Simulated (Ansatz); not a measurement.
# PBE/6-31G(d) (spherical functions) run of C6H12 (methylcyclopentane)

What is the electronic atomisation energy of C6H12 (methylcyclopentane) at PBE/6-31G* (spherical functions)? 

The calculation is run with Ansatz 0.2.0.

19 further runs of the same task are left out: 1 that didn't finish, 18 set aside as unsound or not needed.

### 1 The structure to begin with

C6H12: 18 atoms, total charge 0, spin state singlet. As SMILES, `CC1CCCC1`. The coordinates come from a PBE0-D4/def2-TZVP relaxation. This is one conformer, not always the lowest.

Some bond lengths: C1–C2 1.514 Å, C2–C3 1.526 Å, C3–C4 1.532 Å, C4–C5 1.547 Å, C2–C6 1.526 Å, C5–C6 1.532 Å, C1–H7 1.095 Å, C1–H8 1.093 Å, C1–H9 1.093 Å, C2–H10 1.099 Å, C3–H11 1.097 Å, C3–H12 1.093 Å, C4–H13 1.093 Å, C4–H14 1.092 Å, C5–H15 1.093 Å, C5–H16 1.092 Å. Some angles: C1–C2–C3 114.7°, C1–C2–C6 114.6°, C3–C2–C6 101.9°, C2–C3–C4 104.7°, C3–C4–C5 105.6°, C4–C5–C6 105.6°, C2–C6–C5 104.8°, C1–C2–H10 109.0°, C3–C2–H10 108.1°, C6–C2–H10 108.1°.

### 2 The energy at PBE/6-31G(d) (spherical functions)

The input, in.yaml:

```yaml
crystal:
  periodic: [false, false, false]
  atoms:
    - {symbol: C, position_ang: [1.205820, -1.782710, 0.205580]}
    - {symbol: C, position_ang: [0.653600, -0.373720, 0.264760]}
    - {symbol: C, position_ang: [0.403000, 0.269490, -1.096340]}
    - {symbol: C, position_ang: [-0.490040, 1.477080, -0.795690]}
    - {symbol: C, position_ang: [-1.228180, 1.130880, 0.519190]}
    - {symbol: C, position_ang: [-0.716550, -0.254930, 0.926780]}
    - {symbol: H, position_ang: [0.522920, -2.439790, -0.342380]}
    - {symbol: H, position_ang: [2.174220, -1.813190, -0.300730]}
    - {symbol: H, position_ang: [1.340610, -2.203190, 1.205640]}
    - {symbol: H, position_ang: [1.357520, 0.263110, 0.818890]}
    - {symbol: H, position_ang: [-0.129480, -0.450460, -1.729510]}
    - {symbol: H, position_ang: [1.323880, 0.537670, -1.620070]}
    - {symbol: H, position_ang: [0.118950, 2.374720, -0.662600]}
    - {symbol: H, position_ang: [-1.179770, 1.688420, -1.615150]}
    - {symbol: H, position_ang: [-0.991360, 1.866510, 1.291780]}
    - {symbol: H, position_ang: [-2.313350, 1.144350, 0.400200]}
    - {symbol: H, position_ang: [-0.682870, -0.397360, 2.009730]}
    - {symbol: H, position_ang: [-1.368930, -1.036890, 0.519920]}
basis:
  gaussian:
    orbitals: 6-31G_st_-spherical.json
accuracy: high
output:
  orbitals: {seedname: orbitals}
hamiltonian:
  xc: {name: PBE}
```

The basis set 6-31G* is read from a file made from the Basis Set Exchange's data (not shown).

Run with:

```sh
$ ansatz run in.yaml --threads 1 --pin off --max-ram 3480MiB --events-out events.jsonl --progress --plain --runs-dir runs
```

Log:

```text
Warning: RAYON_NUM_THREADS=1 ignored (pool sized by the plan → 1); use --threads N
Functional definition: PBE
  name "PBE"
  parameter kappa = 0.804
  parameter beta = 0.06672455060314922
  exchange = pbe_x(kappa = kappa, mu = beta*pi^2/3)
  correlation = pbe_c(beta = beta)
2864 factors; integrals over basis functions are off by at most 3.1e-9 eV
mean field evaluation 1: about -6395.1254 eV, gradient 7.3e1 eV
mean field evaluation 2: about -6375.8715 eV, gradient 1.1e2 eV
mean field evaluation 4: about -6408.8072 eV, gradient 4.9e0 eV
mean field evaluation 8: about -6408.8398 eV, gradient 6.8e-2 eV
mean field evaluation 16: about -6408.8399 eV, gradient 2.4e-6 eV
mean field -6408.83985817 eV, -235.5205207201 hartree, gradient 1.1e-8 eV, S^2 0.000000; 0 other end points of the search recorded, 0 dependent functions left out
reference -6408.83986095 eV, -235.5205208224 hartree; 24, 24 occupied and 84, 84 virtual orbitals, 2864 factors
Total energy: -6408.83986095 eV, -235.5205208224 hartree
```

It took 14 s on 1 thread of Arm Neoverse V1, shared host; peak memory 0.38 GiB.

### 3 The C atom, same level

The input, run.yaml:

```yaml
crystal:
  periodic: [false, false, false]
  atoms:
    - {symbol: C, position_ang: [0.000000, 0.000000, 0.000000]}
basis:
  gaussian:
    orbitals: 6-31G_st_-spherical.json
hamiltonian:
  xc: {name: PBE}
accuracy: high
magnetization:
  spin_polarized: true
  initial_magnetization: 2
```

The basis set 6-31G* is read from a file made from the Basis Set Exchange's data (not shown).

Run with:

```sh
$ ansatz run run.yaml --threads 1 --pin off --max-ram 3480MiB --events-out events.jsonl --progress --plain --runs-dir runs
```

Log, shortened:

```text
Warning: RAYON_NUM_THREADS=1 ignored (pool sized by the plan → 1); use --threads N
[... 6 set-up lines as earlier in the session ...]
96 factors; integrals over basis functions are off by at most 1.1e-9 eV
mean field evaluation 1: about -1027.9528 eV, gradient 4.6e0 eV
mean field evaluation 2: about -1028.0508 eV, gradient 2.1e0 eV
mean field evaluation 4: about -1028.0821 eV, gradient 2.5e-1 eV
mean field evaluation 8: about -1028.0821 eV, gradient 3.3e-5 eV
mean field evaluation 16: about -1028.0821 eV, gradient 5.4e-2 eV
mean field evaluation 32: about -1028.0821 eV, gradient 1.4e-8 eV
mean field -1028.08208419 eV, -37.7813197351 hartree, gradient 1.4e-8 eV, S^2 2.001489; 2 other end points of the search recorded, 0 dependent functions left out
reference -1028.08208551 eV, -37.7813197834 hartree; 4, 2 occupied and 10, 12 virtual orbitals, 96 factors
Total energy: -1028.08208551 eV, -37.7813197834 hartree
```

Wall time 0.48 s (1 thread of Arm Neoverse V1, shared host).

### 4 The H atom, same level

The input, run.yaml:

```yaml
crystal:
  periodic: [false, false, false]
  atoms:
    - {symbol: H, position_ang: [0.000000, 0.000000, 0.000000]}
basis:
  gaussian:
    orbitals: "6-31G*"
magnetization:
  spin_polarized: true
  initial_magnetization: 1
hamiltonian:
  xc: pbe
accuracy: high
```

Run the same way, it converges to -0.49743 Eh (log not shown).

### 5 What came out

Level: PBE/6-31G* (spherical functions).

```
                     quantity          value
       molecule: total energy  -235.52052 Eh
        molecule: HOMO energy       -7.10 eV
        molecule: LUMO energy        1.68 eV
      molecule: HOMO–LUMO gap        8.77 eV
         C atom: total energy   -37.78132 Eh
                 C atom: ⟨S²⟩          2.001
         H atom: total energy    -0.49743 Eh
                 H atom: ⟨S²⟩          0.750
electronic atomisation energy      77.918 eV
```

In words: Taking the molecule apart into free atoms costs 77.92 eV (1797 kcal/mol), before zero-point energy and without spin-orbit coupling.
